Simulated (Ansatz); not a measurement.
# AlBrClH (SMILES [Cl][AlH][Br]): functionals against CCSD(T) at one geometry

The task here is to estimate one member of a computed series from the others.

Program: Ansatz 0.2.0, Gaussian basis. Level of theory: single points in def2-TZVPP. These are calculated values, not measurements.

Cores are frozen in the correlated methods. Filled d shells of the heavier atoms are correlated. B3LYP uses VWN-RPA correlation.

**The system as given**

SMILES `[Cl][AlH][Br]`, 4 atoms, charge 0, spin multiplicity 1.

Atoms are counted from 1 here; the program's logs count them from 0.

Bond lengths: Cl1–Al2 2.088 Å, Al2–Br3 2.367 Å, Al2–H4 1.589 Å. Angles: Cl1–Al2–Br3 124.4°, Cl1–Al2–H4 121.8°, Br3–Al2–H4 113.8°.

Coordinates:

```mol
AlBrClH
  3D, bonds by distance, orders not assigned

  4  3  0  0  0  0  0  0  0  0999 V2000
   -2.0051    0.1478   -0.5944 Cl  0  0
    0.0069    0.1295   -0.0352 Al  0  0
    1.1836   -1.8021    0.6635 Br  0  0
    0.8834    1.4549   -0.0205 H   0  0
  1  2  8  0
  2  3  8  0
  2  4  8  0
M  END
```

Set-up of the first run:

run/in.yaml

```yaml
crystal:
  periodic: [false, false, false]
  atoms:
    - {symbol: Cl, position_ang: [-2.005100, 0.147800, -0.594400]}
    - {symbol: Al, position_ang: [0.006900, 0.129500, -0.035200]}
    - {symbol: Br, position_ang: [1.183600, -1.802100, 0.663500]}
    - {symbol: H, position_ang: [0.883400, 1.454900, -0.020500]}
basis:
  gaussian: {orbitals: def2-TZVPP}
correlation: {method: ccsd_t}
output: {forces: true}
```

The command line of these runs was not kept.

Steps of the session up to this table: CCSD(T)/def2-TZVPP; PBE0-D4/def2-TZVPP; wB97M-V/def2-TZVPP; r2SCAN-D4/def2-TZVPP; PBE-D4/def2-TZVPP; B3LYP-D4/def2-TZVPP; r2SCANh-D4/def2-TZVPP.

One table of the session follows, with a row left open; its other results are not shown here.

| method | RMS force component (eV/Å) | angle to CCSD(T) forces (°) | dipole (D) |
| --- | --- | --- | --- |
| CCSD(T) | 0.566 | reference | 1.07 |
| PBE0-D4 | 0.544 | 5.2 | 1.10 |
| wB97M-V | 0.572 | 5.2 | 1.15 |
| r2SCAN-D4 | 0.541 | 3.3 | 1.06 |
| PBE-D4 | ? | ? | ? |
| B3LYP-D4 | 0.517 | 4.5 | 1.09 |
| r2SCANh-D4 | 0.557 | 5.3 | 1.09 |

Estimate the missing values for PBE-D4.

**Answer.** RMS force component (eV/Å): 0.487; angle to CCSD(T) forces (°): 8.1; dipole (D): 1.00. In the column «RMS force component (eV/Å)» it is the lowest.
